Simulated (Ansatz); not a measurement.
# Br: the cost of one run

Computed with Ansatz 0.2.0 (DFT r2SCAN, scalar-relativistic, plane waves, PAW, unless a step's input says otherwise).

## 1. The starting structure

The structure is cubic, space group Fd-3m (No. 227). The conventional cell has a = 6.615 Å, b = 6.615 Å, c = 6.615 Å, α = 90.00°, β = 90.00°, γ = 90.00°. Br (site symmetry -43m) is surrounded by 4 Br at 2.86 Å.

As a file:

```
Br
1.0
     0.00000    3.30767    3.30767
     3.30767    0.00000    3.30767
     3.30767    3.30767    0.00000
Br
2
Direct
  0.50000 0.50000 0.50000
  0.75000 0.75000 0.75000
```

This is candidate A: diamond type (Fd-3m, No. 227).

(A quick probe on a coarse mesh, which set the mesh and smearing, is not shown.)

## 3. Full relaxation (candidate A)

File input.yaml:

```yaml
crystal:
  lattice:
    - [0.0, 3.3076686021, 3.3076686021]
    - [3.3076686021, 0.0, 3.3076686021]
    - [3.3076686021, 3.3076686021, 0.0]
  atoms:
    - { symbol: Br, position: [0.5, 0.5, 0.5] }
    - { symbol: Br, position: [0.75, 0.75, 0.75] }
basis:
  ecutwfc: 500
kpoints:
  mp_grid: { grid: [14, 14, 14] }
hamiltonian:
  xc: r2scan
scf:
  occupations: { method: gaussian, width: 0.1 }
output:
  forces: true
  stress: true
  eigenvalues: true
relax:
  adjacent_minimum: "off"
  f_tol: 0.01
  max_steps: 80
  cell: { stress_tol: 0.05 }
```

**Question.** How long does this run take on 1 thread of an x86-64 CPU, shared host, and how much memory does it need?

About 32 s, with a peak of 0.73 GiB.
